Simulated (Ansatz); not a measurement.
Write the native input for Ansatz 0.2.0 that does the following.

* Task: single point
* Functional: PBEsol
* Potentials or basis: Ansatz PAW
* Cutoff: 420 eV (not typed: the program's choice for these potentials)
* k mesh: 9 × 9 × 7
* Occupations: fermi-dirac, width 0.05 eV
* Spin: no spin polarisation

Crystal: AlO2.

```
Al O
1.0
     1.48816   -5.40283    0.00000
     1.48816    5.40283    0.00000
     0.00000    0.00000    3.64661
Al O
2 4
Cartesian
  1.4882 -1.8168 2.7350
  1.4882 1.8168 0.9117
  1.4882 4.7429 2.7350
  1.4882 -4.7429 0.9117
  1.4882 2.2240 2.7350
  1.4882 -2.2240 0.9117
```

The cell comes from a database or a generator and needn't be the stable form of this composition.

The input as run:

input.yaml

```yaml
crystal:
  lattice:
    - [1.488162, -5.402833, 0.0]
    - [1.488162, 5.402833, 0.0]
    - [0.0, 0.0, 3.646612]
  atoms:
    - { symbol: Al, position: [0.668133, 0.331867, 0.75] }
    - { symbol: Al, position: [0.331867, 0.668133, 0.25] }
    - { symbol: O, position: [0.061072, 0.938928, 0.75] }
    - { symbol: O, position: [0.938928, 0.061072, 0.25] }
    - { symbol: O, position: [0.294184, 0.705816, 0.75] }
    - { symbol: O, position: [0.705816, 0.294184, 0.25] }
hamiltonian:
  xc: pbesol
  pseudopotentials: { kind: paw }
kpoints:
  mp_grid: { grid: [9, 9, 7] }
scf:
  occupations: { method: fermi_dirac, width: 0.05 }
output:
  forces: true
  stress: true
  eigenvalues: true
  write_density: true
  write_potential: true
  elf: true
  volumetric_format: npy
```

Potentials or basis: Ansatz PAW.

Command:

```console
$ ansatz run input.yaml --threads 2 --pin off --max-ram 5632MiB --backend cpu --events-out ev --progress --plain --runs-dir out
```

It gave:

* Pressure: -5.9 GPa
* Largest force: 0.641 eV/Å
* Band gap on the k mesh: none (metal or under the smearing width)

Caveat: the pressure holds a Pulay correction of +0.9 GPa for the finite cutoff; the PAW data sets come from PBE, with cores solved anew for the run's functional, which leaves a small shift of forces and pressure.

It took 2.5 s on 2 threads of Intel(R) Xeon(R) 6975P-C (Granite Rapids), on a shared host, peak memory 0.44 GiB.
